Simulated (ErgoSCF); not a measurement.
**CuCl (cuprous chloride) at HF/Turbomole-SV**

What is the energy change on altering one bond length of CuCl (cuprous chloride) at HF/Turbomole-SV? 

The calculation is run with ErgoSCF 3.8.

2 further runs of the same task are left out: 2 that didn't finish.

### Step 1. The system as given

CuCl: 2 atoms, total charge 0, spin state singlet. As SMILES, `[Cl][Cu]`. The shape is that of a PBE0-D4/def2-TZVP optimisation.

Bond lengths: Cl1–Cu2 2.076 Å.

### Step 2. A single-point energy at HF/Turbomole-SV

input.xyz

```xyz
2
ClCu
Cl     0.898300    -0.345200     0.446400
Cu    -0.868800     0.285000    -0.442400
```

On the command line:

```bash
ergo -m input.xyz -e 'set_nthreads("env")' -e 'basis = "Turbomole-SV"' -e 'scf.max_number_of_iterations = 150' -e 'charge = 0' -e 'scf.output_mulliken_pop = 1' -e 'tmpdir = "."' -e 'run "HF"'
```

What it wrote:

```text
[...]
INSC SCF_general constructor, number of basis functions: 34
[...]
INSC Energy   1 =      -1737.72578338372
[...]
INDE PURIFICATION CONVERGED after 32 iterations
[...]
ERDE Error in purification: Puri->info.converged() returned false.
ERDE get_dens_from_fock  (GetDensFromFock class) : error while getting density matrix; trying with diagonalization instead.
[...]
INDE PURIFICATION CONVERGED after 31 iterations
[...]
INDE PURIFICATION CONVERGED after 29 iterations
[...]
INDE PURIFICATION CONVERGED after 29 iterations
[...]
INDE E(LUMO) - E(HOMO) <=          0.42422806355 =         11.54383374873 eV
[...]
INSC Energy  17 =      -2098.07138979299  ( diff     -0.000000000008185 )
[...]
RESC CONVERGED after  17 iterations.
RESC FINAL ENERGY:      -2098.07138979299
[...]
INSC SCF: dipole_moment_x [atomic units] =      -2.57187070
INSC SCF: dipole_moment_y [atomic units] =       0.91720498
INSC SCF: dipole_moment_z [atomic units] =      -1.29357630
[...]
```

It took 3.6 s on 1 thread of Intel Xeon 6975P-C (Granite Rapids), shared host; peak memory 0.27 GiB.

### Step 3. The distorted shape at the same level

mol.xyz

```xyz
2
ClCu
Cl     1.781855    -0.660302     0.890802
Cu    -0.868800     0.285000    -0.442400
```

On the command line:

```bash
ergo -m mol.xyz -e 'set_nthreads(1)' -e 'scf.output_mulliken_pop = 1' -e 'scf.max_number_of_iterations = 150' -e 'basis = "Turbomole-SV"' -e 'spin_polarization = 0' -e 'tmpdir = "."' -e 'run "HF"'
```

What it wrote:

```text
[...]
INSC SCF_general constructor, number of basis functions: 34
[...]
INSC Energy   1 =      -1736.62849022253
[...]
INDE PURIFICATION CONVERGED after 42 iterations
[...]
ERDE Error in purification: Puri->info.converged() returned false.
ERDE get_dens_from_fock  (GetDensFromFock class) : error while getting density matrix; trying with diagonalization instead.
[...]
INDE PURIFICATION CONVERGED after 35 iterations
[...]
INDE PURIFICATION CONVERGED after 31 iterations
[...]
INDE PURIFICATION CONVERGED after 31 iterations
[...]
INDE E(LUMO) - E(HOMO) <=          0.28685876815 =          7.80582477549 eV
[...]
INSC Energy  17 =      -2098.02618068914  ( diff     -0.000000000006821 )
[...]
RESC CONVERGED after  17 iterations.
RESC FINAL ENERGY:      -2098.02618068914
[...]
INSC SCF: dipole_moment_x [atomic units] =      -3.76868754
INSC SCF: dipole_moment_y [atomic units] =       1.34402548
INSC SCF: dipole_moment_z [atomic units] =      -1.89553969
[...]
```

Wall time 3.3 s (1 thread of Intel Xeon 6975P-C (Granite Rapids), shared host); peak memory 0.27 GiB.

### Step 4. What came out

At HF/Turbomole-SV:

| quantity | value |
| --- | --- |
| first shape: total energy | -2098.07139 Eh |
| first shape: dipole moment | 7.68 D |
| distorted shape: total energy | -2098.02618 Eh |
| distorted shape: dipole moment | 11.25 D |
| energy change with the Cl1–Cu2 bond stretched from 2.076 to 3.114 Å | 1.230 eV |

In words: With the Cl1–Cu2 bond stretched from 2.076 to 3.114 Å the energy rises by 1.23 eV (28 kcal/mol). The first shape isn't relaxed at this level, so the change isn't measured from a minimum. A restricted reference can't describe the breaking bond well at this length.
